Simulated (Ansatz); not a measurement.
Task: a rigid scan of one bond angle of H3O2Sn, SMILES [OH][SnH][OH], with the Python package of Ansatz (0.2.0). Give the script and its output. Settings (for the species named): B3LYP, def2-SVP basis, multiplicity 2.

| atom | x (Å) | y (Å) | z (Å) |
| --- | --- | --- | --- |
| O | -1.3462 | -0.7683 | -0.2377 |
| Sn | 0.3295 | 0.2200 | -0.4587 |
| O | 1.3638 | 0.0286 | 1.1883 |
| H | -1.8101 | -0.5221 | -1.0926 |
| H | 0.0365 | 1.9135 | -0.7802 |
| H | 1.4685 | -0.9356 | 1.3348 |

`bend.py`
```python
'''Bending curve of H3O2Sn.'''

import ansatz as az
from ase import Atoms


def main() -> None:
    atoms = Atoms(['O', 'Sn', 'O', 'H', 'H', 'H'], positions=[
        (-1.3462, -0.7683, -0.2377),
        (0.3295, 0.22, -0.4587),
        (1.3638, 0.0286, 1.1883),
        (-1.8101, -0.5221, -1.0926),
        (0.0365, 1.9135, -0.7802),
        (1.4685, -0.9356, 1.3348),
    ])

    # relax first, so that the scan starts from a minimum
    first = az.Crystal.molecule_from_ase(atoms).calculation()
    first = first.basis(gaussian='def2-SVP').functional('b3lyp')
    first = first.spin('collinear', total=1).relax(force_tolerance=0.02, max_steps=80)
    atoms.positions = first.run(threads=1, pin='off').report['positions_ang']

    rows = []
    for angle in [85, 95, 105, 115, 125, 140, 160]:
        bent = atoms.copy()
        bent.set_angle(1, 2, 5, angle, indices=[5])
        base = (
            az.Crystal.molecule_from_ase(bent).calculation()
            .basis(gaussian='def2-SVP')
            .functional('b3lyp')
            .spin('collinear', total=1)
        )
        rows.append((angle, base.run(threads=1, pin='off').report['free_energy_ev']))
    floor = min(e for _, e in rows)
    for angle, e in rows:
        print(f'angle Sn1-O2-H5 = {angle:3d} deg   {1000 * (e - floor):9.1f} meV')


if __name__ == '__main__':
    main()
```

```console
$ python bend.py
angle Sn1-O2-H5 =  85 deg       312.3 meV
angle Sn1-O2-H5 =  95 deg       108.8 meV
angle Sn1-O2-H5 = 105 deg        13.9 meV
angle Sn1-O2-H5 = 115 deg         0.0 meV
angle Sn1-O2-H5 = 125 deg        44.6 meV
angle Sn1-O2-H5 = 140 deg       177.9 meV
angle Sn1-O2-H5 = 160 deg       382.5 meV
```

Reading the output:
- The scan is rigid, and the energies are electronic, in a modest basis. The zero is the lowest point of the grid, which needn't be the minimum.
- def2 sets replace the cores of elements past krypton by effective core potentials.
- The species is open-shell (spin multiplicity 2).
- b3lyp holds the VWN-RPA fit, as in Gaussian; the form of ORCA and Turbomole is b3lyp5.
- Finished in 56 s on 1 thread of Arm Neoverse V2 (shared host), peak memory 0.25 GiB.
